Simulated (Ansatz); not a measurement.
# SnGe15: the cost of one run

Method: DFT r2SCAN, scalar-relativistic, plane waves, PAW, in Ansatz 0.2.0.

### 1 The system as given

The structure is triclinic, space group P1 (No. 1). The conventional cell has a = 11.365 Å, b = 11.365 Å, c = 11.520 Å, α = 90.00°, β = 90.00°, γ = 90.00°. Ge (site symmetry 1) is surrounded by 3 Ge at 2.47 Å and 1 Sn at 2.47 Å. Ge (site symmetry 1) is surrounded by 4 Ge at 2.47 Å. Ge (site symmetry 1) is surrounded by 1 Sn at 2.47 Å and 3 Ge at 2.47 Å. Only part of the 64 independent sites is listed.

As a file:

```cif
data_structure
_symmetry_space_group_name_H-M 'P1'
_symmetry_Int_Tables_number 1
_cell_length_a 11.3648
_cell_length_b 11.3648
_cell_length_c 11.5203
_cell_angle_alpha 90.000
_cell_angle_beta 90.000
_cell_angle_gamma 90.000
_cell_volume 1487.96
loop_
_atom_site_label
_atom_site_type_symbol
_atom_site_symmetry_multiplicity
_atom_site_Wyckoff_symbol
_atom_site_fract_x
_atom_site_fract_y
_atom_site_fract_z
_atom_site_occupancy
Ge1 Ge 1 a 0.00000 0.00000 0.00000 1
Ge2 Ge 1 a 0.00000 0.00000 0.50000 1
Ge3 Ge 1 a 0.00000 0.50000 0.00000 1
Ge4 Ge 1 a 0.00000 0.50000 0.50000 1
Ge5 Ge 1 a 0.50000 0.00000 0.00000 1
Ge6 Ge 1 a 0.50000 0.00000 0.50000 1
Ge7 Ge 1 a 0.50000 0.50000 0.00000 1
Ge8 Ge 1 a 0.50000 0.50000 0.50000 1
Ge9 Ge 1 a 0.00000 0.25000 0.25000 1
Ge10 Ge 1 a 0.00000 0.25000 0.75000 1
Ge11 Ge 1 a 0.00000 0.75000 0.25000 1
Ge12 Ge 1 a 0.00000 0.75000 0.75000 1
Ge13 Ge 1 a 0.50000 0.25000 0.25000 1
Ge14 Ge 1 a 0.50000 0.25000 0.75000 1
Ge15 Ge 1 a 0.50000 0.75000 0.25000 1
Ge16 Ge 1 a 0.50000 0.75000 0.75000 1
Ge17 Ge 1 a 0.25000 0.00000 0.25000 1
Ge18 Ge 1 a 0.25000 0.00000 0.75000 1
Ge19 Ge 1 a 0.25000 0.50000 0.25000 1
Ge20 Ge 1 a 0.25000 0.50000 0.75000 1
Sn1 Sn 1 a 0.75000 0.00000 0.25000 1
Ge21 Ge 1 a 0.75000 0.00000 0.75000 1
Ge22 Ge 1 a 0.75000 0.50000 0.25000 1
Ge23 Ge 1 a 0.75000 0.50000 0.75000 1
Ge24 Ge 1 a 0.25000 0.25000 0.00000 1
Ge25 Ge 1 a 0.25000 0.25000 0.50000 1
Ge26 Ge 1 a 0.25000 0.75000 0.00000 1
Ge27 Ge 1 a 0.25000 0.75000 0.50000 1
Ge28 Ge 1 a 0.75000 0.25000 0.00000 1
Ge29 Ge 1 a 0.75000 0.25000 0.50000 1
Ge30 Ge 1 a 0.75000 0.75000 0.00000 1
Sn2 Sn 1 a 0.75000 0.75000 0.50000 1
Ge31 Ge 1 a 0.12500 0.12500 0.12500 1
Ge32 Ge 1 a 0.12500 0.12500 0.62500 1
Ge33 Ge 1 a 0.12500 0.62500 0.12500 1
Sn3 Sn 1 a 0.12500 0.62500 0.62500 1
Ge34 Ge 1 a 0.62500 0.12500 0.12500 1
Ge35 Ge 1 a 0.62500 0.12500 0.62500 1
Ge36 Ge 1 a 0.62500 0.62500 0.12500 1
Ge37 Ge 1 a 0.62500 0.62500 0.62500 1
Ge38 Ge 1 a 0.12500 0.37500 0.37500 1
Ge39 Ge 1 a 0.12500 0.37500 0.87500 1
Ge40 Ge 1 a 0.12500 0.87500 0.37500 1
Ge41 Ge 1 a 0.12500 0.87500 0.87500 1
Ge42 Ge 1 a 0.62500 0.37500 0.37500 1
Ge43 Ge 1 a 0.62500 0.37500 0.87500 1
Ge44 Ge 1 a 0.62500 0.87500 0.37500 1
Ge45 Ge 1 a 0.62500 0.87500 0.87500 1
Ge46 Ge 1 a 0.37500 0.12500 0.37500 1
Ge47 Ge 1 a 0.37500 0.12500 0.87500 1
Ge48 Ge 1 a 0.37500 0.62500 0.37500 1
Ge49 Ge 1 a 0.37500 0.62500 0.87500 1
Ge50 Ge 1 a 0.87500 0.12500 0.37500 1
Sn4 Sn 1 a 0.87500 0.12500 0.87500 1
Ge51 Ge 1 a 0.87500 0.62500 0.37500 1
Ge52 Ge 1 a 0.87500 0.62500 0.87500 1
Ge53 Ge 1 a 0.37500 0.37500 0.12500 1
Ge54 Ge 1 a 0.37500 0.37500 0.62500 1
Ge55 Ge 1 a 0.37500 0.87500 0.12500 1
Ge56 Ge 1 a 0.37500 0.87500 0.62500 1
Ge57 Ge 1 a 0.87500 0.37500 0.12500 1
Ge58 Ge 1 a 0.87500 0.37500 0.62500 1
Ge59 Ge 1 a 0.87500 0.87500 0.12500 1
Ge60 Ge 1 a 0.87500 0.87500 0.62500 1
```

### 2 Relaxing cell and atoms: SnGe15, no spin

input.yaml

```yaml
crystal:
  lattice:
    - [11.3648489926, 0.0, 0.0]
    - [0.0, 11.3648489926, 0.0]
    - [0.0, 0.0, 11.5203049656]
  atoms:
    - { symbol: Ge, position: [0.0, 0.0, 0.0] }
    - { symbol: Ge, position: [0.0, 0.0, 0.5] }
    - { symbol: Ge, position: [0.0, 0.5, 0.0] }
    - { symbol: Ge, position: [0.0, 0.5, 0.5] }
    - { symbol: Ge, position: [0.5, 0.0, 0.0] }
    - { symbol: Ge, position: [0.5, 0.0, 0.5] }
    - { symbol: Ge, position: [0.5, 0.5, 0.0] }
    - { symbol: Ge, position: [0.5, 0.5, 0.5] }
    - { symbol: Ge, position: [0.0, 0.25, 0.25] }
    - { symbol: Ge, position: [0.0, 0.25, 0.75] }
    - { symbol: Ge, position: [0.0, 0.75, 0.25] }
    - { symbol: Ge, position: [0.0, 0.75, 0.75] }
    - { symbol: Ge, position: [0.5, 0.25, 0.25] }
    - { symbol: Ge, position: [0.5, 0.25, 0.75] }
    - { symbol: Ge, position: [0.5, 0.75, 0.25] }
    - { symbol: Ge, position: [0.5, 0.75, 0.75] }
    - { symbol: Ge, position: [0.25, 0.0, 0.25] }
    - { symbol: Ge, position: [0.25, 0.0, 0.75] }
    - { symbol: Ge, position: [0.25, 0.5, 0.25] }
    - { symbol: Ge, position: [0.25, 0.5, 0.75] }
    - { symbol: Sn, position: [0.75, 0.0, 0.25] }
    - { symbol: Ge, position: [0.75, 0.0, 0.75] }
    - { symbol: Ge, position: [0.75, 0.5, 0.25] }
    - { symbol: Ge, position: [0.75, 0.5, 0.75] }
    - { symbol: Ge, position: [0.25, 0.25, 0.0] }
    - { symbol: Ge, position: [0.25, 0.25, 0.5] }
    - { symbol: Ge, position: [0.25, 0.75, 0.0] }
    - { symbol: Ge, position: [0.25, 0.75, 0.5] }
    - { symbol: Ge, position: [0.75, 0.25, 0.0] }
    - { symbol: Ge, position: [0.75, 0.25, 0.5] }
    - { symbol: Ge, position: [0.75, 0.75, 0.0] }
    - { symbol: Sn, position: [0.75, 0.75, 0.5] }
    - { symbol: Ge, position: [0.125, 0.125, 0.125] }
    - { symbol: Ge, position: [0.125, 0.125, 0.625] }
    - { symbol: Ge, position: [0.125, 0.625, 0.125] }
    - { symbol: Sn, position: [0.125, 0.625, 0.625] }
    - { symbol: Ge, position: [0.625, 0.125, 0.125] }
    - { symbol: Ge, position: [0.625, 0.125, 0.625] }
    - { symbol: Ge, position: [0.625, 0.625, 0.125] }
    - { symbol: Ge, position: [0.625, 0.625, 0.625] }
    - { symbol: Ge, position: [0.125, 0.375, 0.375] }
    - { symbol: Ge, position: [0.125, 0.375, 0.875] }
    - { symbol: Ge, position: [0.125, 0.875, 0.375] }
    - { symbol: Ge, position: [0.125, 0.875, 0.875] }
    - { symbol: Ge, position: [0.625, 0.375, 0.375] }
    - { symbol: Ge, position: [0.625, 0.375, 0.875] }
    - { symbol: Ge, position: [0.625, 0.875, 0.375] }
    - { symbol: Ge, position: [0.625, 0.875, 0.875] }
    - { symbol: Ge, position: [0.375, 0.125, 0.375] }
    - { symbol: Ge, position: [0.375, 0.125, 0.875] }
    - { symbol: Ge, position: [0.375, 0.625, 0.375] }
    - { symbol: Ge, position: [0.375, 0.625, 0.875] }
    - { symbol: Ge, position: [0.875, 0.125, 0.375] }
    - { symbol: Sn, position: [0.875, 0.125, 0.875] }
    - { symbol: Ge, position: [0.875, 0.625, 0.375] }
    - { symbol: Ge, position: [0.875, 0.625, 0.875] }
    - { symbol: Ge, position: [0.375, 0.375, 0.125] }
    - { symbol: Ge, position: [0.375, 0.375, 0.625] }
    - { symbol: Ge, position: [0.375, 0.875, 0.125] }
    - { symbol: Ge, position: [0.375, 0.875, 0.625] }
    - { symbol: Ge, position: [0.875, 0.375, 0.125] }
    - { symbol: Ge, position: [0.875, 0.375, 0.625] }
    - { symbol: Ge, position: [0.875, 0.875, 0.125] }
    - { symbol: Ge, position: [0.875, 0.875, 0.625] }
scf:
  occupations: { method: gaussian, width: 0.05 }
output:
  forces: true
  stress: true
  eigenvalues: true
  write_density: true
  write_potential: true
  elf: true
  volumetric_format: npy
hamiltonian:
  xc: r2scan
kpoints:
  mp_grid: { grid: [2, 2, 2] }
relax:
  f_tol: 0.003
  cell: { stress_tol: 0.02, fix: [a, b, angles] }
```

On the command line:

```sh
> ansatz run input.yaml --threads 8 --pin off --max-ram 12288MiB --backend cpu --events-out ev --progress --plain --runs-dir out
```

Q: Estimate wall time and peak memory on 8 threads of Intel Xeon Platinum 8259CL at 2.50GHz (Skylake/Cascade Lake), shared host.

About 22 min, with a peak of 9.8 GiB.
